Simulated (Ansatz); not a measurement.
# Zr2AlC: the cost of one run

Computed with Ansatz 0.2.0 (DFT PBEsol, scalar-relativistic, plane waves, PAW, unless a step's input says otherwise).

1 further run of the same task is left out (set aside as unsound or not needed). Runs told in other sessions of the task aren't counted.

## (1) The structure to begin with

The structure is hexagonal, space group P6_3/mmc (No. 194). Conventional cell: a = 3.290 Å, b = 3.290 Å, c = 14.516 Å, α = 90.00°, β = 90.00°, γ = 120.00°. Around Zr (site symmetry 3m) lie 3 C at 2.28 Å. Around Al (site symmetry -6m2) lie 6 Zr at 3.04 Å and 6 Al at 3.29 Å. C (site symmetry -3m) has 6 Zr at 2.28 Å in its first shell of neighbours.

Coordinates:

```
CELL_PARAMETERS angstrom
3.28978 0.00000 0.00000
-1.64489 2.84903 0.00000
0.00000 0.00000 14.51603
ATOMIC_POSITIONS crystal
Zr 0.33333 0.66667 0.08636
Zr 0.66667 0.33333 0.58636
Zr 0.66667 0.33333 0.91364
Zr 0.33333 0.66667 0.41364
Al 0.33333 0.66667 0.75000
Al 0.66667 0.33333 0.25000
C 0.00000 0.00000 0.00000
C 0.00000 0.00000 0.50000
```

It goes back to an entry of the Materials Project, which need not be the stable form.

It is the result of an earlier relaxation at this level (volume 17.01 Å³/atom; gap on the mesh: none (metal)).

## (2) Static run: bands, density of states and charges

input.yaml reads:

```yaml
crystal:
  lattice:
    - [3.2897760438, 0.0, 0.0]
    - [-1.6448880219, 2.8490296267, 0.0]
    - [0.0, 0.0, 14.5160254645]
  atoms:
    - { symbol: Zr, position: [0.3333333333, 0.6666666667, 0.0863599368] }
    - { symbol: Zr, position: [0.6666666667, 0.3333333333, 0.5863599368] }
    - { symbol: Zr, position: [0.6666666667, 0.3333333333, 0.9136400632] }
    - { symbol: Zr, position: [0.3333333333, 0.6666666667, 0.4136400632] }
    - { symbol: Al, position: [0.3333333333, 0.6666666667, 0.75] }
    - { symbol: Al, position: [0.6666666667, 0.3333333333, 0.25] }
    - { symbol: C, position: [0.0, 0.0, 0.0] }
    - { symbol: C, position: [0.0, 0.0, 0.5] }
basis:
  ecutwfc: 420
kpoints:
  mp_grid: { grid: [12, 12, 4] }
  band_path:
    path:
      - [[0.0, 0.0, 0.0], [0.5, 0.0, 0.0], [0.33333333, 0.33333333, 0.0], [0.0, 0.0, 0.0], [0.0, 0.0, 0.5], [0.5, 0.0, 0.5], [0.33333333, 0.33333333, 0.5], [0.0, 0.0, 0.5]]
      - [[0.5, 0.0, 0.5], [0.5, 0.0, 0.0]]
      - [[0.33333333, 0.33333333, 0.5], [0.33333333, 0.33333333, 0.0]]
    npoints: 14
hamiltonian:
  xc: pbesol
scf:
  occupations: { method: gaussian, width: 0.1 }
  n_extra_bands: 20
output:
  forces: true
  stress: true
  eigenvalues: true
  populations: true
  dos: { projected: true, de: 0.02, nscf_kmesh: { grid: [18, 18, 6] } }
  bader: true
  write_density: true
  write_potential: true
  elf: true
  volumetric_format: npy
```

The run is started by

```console
$ ansatz run input.yaml --threads 2 --pin off --max-ram 5120MiB --backend cpu --events-out ev --progress --plain --runs-dir out
```

What time and memory should one allow on 2 threads of Arm Neoverse V2, shared host?

About 55 s, with a peak of 0.82 GiB.
